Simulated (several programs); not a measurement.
**Many methods on one cell: Al2BiAs (ordering on zincblende)**

Al2BiAs as one 8-atom ordering (I-42d) on the zincblende lattice, relaxed with r2SCAN in Ansatz, was computed with several methods. The symmetry is I-42d (No. 122, tetragonal); conventional cell a = 6.023 Å, c = 11.954 Å, 27.11 Å³ an atom. As has 4 Al at 2.49 Å; Al has 2 As at 2.49 Å and 2 Bi at 2.73 Å; Bi has 4 Al at 2.73 Å. No spin polarisation. The prototype was imposed, so other structures may be more stable.

Space group I-42d (No. 122). a = 6.023 Å, b = 6.023 Å, c = 11.954 Å, α = 90.00°, β = 90.00°, γ = 90.00°

| atom | site | symmetry | x | y | z |
| --- | --- | --- | --- | --- | --- |
| As | 4a | -4.. | 0.0000 | 0.5000 | 0.2500 |
| Al | 8d | .2. | 0.2851 | 0.7500 | 0.6250 |
| Bi | 4b | -4.. | 0.5000 | 0.0000 | 0.2500 |

Gaps and times are for a single point on this cell; volume and bulk modulus come from each method's own relaxation or energy curve at fixed shape, which is too stiff where a cell has free coordinates or axes. Times are rough, from shared hosts (Arm Neoverse V1; NVIDIA H100 80GB HBM3), and each method has its own mesh and cell size. A dagger marks a closed or tiny gap in a crystal that DFT finds insulating: a failure of the method or a wrong SCF state. A double dagger marks a value from a curve with shape and coordinates held. PM7 (MOPAC), GFN1-xTB (tblite), GFN2-xTB (tblite) treat a cluster of cells at its zone centre, which samples few k points: where these miss a band edge, the gap comes out too large for that reason alone. Gaps from k meshes are read at a limited set of points (mesh, symmetry points, PBE's band edges), so each method's own least gap may be somewhat smaller. xTB and the PM methods were fitted mostly to molecules, and can miss a solid's gap by electronvolts. Minimal bases can be far off for gaps. Times of the plane-wave rungs are withheld (a dash), since they come from other jobs, hosts and meshes; the meshes of hybrids and Hartree-Fock don't converge their gaps to the digits shown. GLLB-SC's gap includes the derivative discontinuity. d marks a direct gap, i an indirect one (no mark: not told apart), a dash a value that wasn't computed or didn't pass its checks.

```json
{"method": "light PBE (260 eV, its own mesh)", "kind": "light plane-wave", "gap (eV)": "0.58 d", "own volume (Å³/atom)": "–", "bulk modulus (GPa)": "–", "atoms computed": "8", "processor time": "4.7 s"}
{"method": "GFN1-xTB (tblite)", "kind": "tight binding", "gap (eV)": "0.27†", "own volume (Å³/atom)": "28.83‡", "bulk modulus (GPa)": "44‡", "atoms computed": "cluster", "processor time": "4.7 s"}
{"method": "GFN2-xTB (tblite)", "kind": "tight binding", "gap (eV)": "1.12", "own volume (Å³/atom)": "27.81‡", "bulk modulus (GPa)": "54‡", "atoms computed": "cluster", "processor time": "5.5 s"}
{"method": "PBE+SOC", "kind": "semilocal", "gap (eV)": "0.34 d", "own volume (Å³/atom)": "–", "bulk modulus (GPa)": "–", "atoms computed": "8", "processor time": "–"}
{"method": "PBE/SZV (CP2K)", "kind": "small basis", "gap (eV)": "0.87 d", "own volume (Å³/atom)": "28.73‡", "bulk modulus (GPa)": "53‡", "atoms computed": "8", "processor time": "23 s"}
{"method": "PBE", "kind": "semilocal", "gap (eV)": "0.64 d", "own volume (Å³/atom)": "27.89", "bulk modulus (GPa)": "51‡", "atoms computed": "8", "processor time": "–"}
{"method": "PBE/DZVP (CP2K)", "kind": "small basis", "gap (eV)": "0.73 d", "own volume (Å³/atom)": "28.03‡", "bulk modulus (GPa)": "51‡", "atoms computed": "8", "processor time": "46 s"}
{"method": "HSE06", "kind": "hybrid", "gap (eV)": "1.33 d", "own volume (Å³/atom)": "–", "bulk modulus (GPa)": "–", "atoms computed": "8", "processor time": "–"}
{"method": "r2SCAN", "kind": "semilocal", "gap (eV)": "1.15 d", "own volume (Å³/atom)": "27.11", "bulk modulus (GPa)": "58‡", "atoms computed": "8", "processor time": "–"}
{"method": "PM7 (MOPAC)", "kind": "semi-empirical", "gap (eV)": "3.92", "own volume (Å³/atom)": "–", "bulk modulus (GPa)": "–", "atoms computed": "cluster", "processor time": "78 s"}
{"method": "PBE0", "kind": "hybrid", "gap (eV)": "1.89 d", "own volume (Å³/atom)": "–", "bulk modulus (GPa)": "–", "atoms computed": "8", "processor time": "–"}
{"method": "GLLB-SC (GPAW)", "kind": "model potential", "gap (eV)": "1.54", "own volume (Å³/atom)": "–", "bulk modulus (GPa)": "–", "atoms computed": "8", "processor time": "2.2 min"}
```

Against HSE06 (1.33 eV) and with closed or daggered gaps left aside, the nearest gap at the points sampled is that of r2SCAN (-0.18 eV) and the farthest that of PM7 (MOPAC) (+2.59 eV). HSE06 is only a yardstick of convenience, and nearness to it can be luck.

Volumes against r2SCAN's: PBE +2.9 %.

Only the rows marked +SOC include spin-orbit coupling.
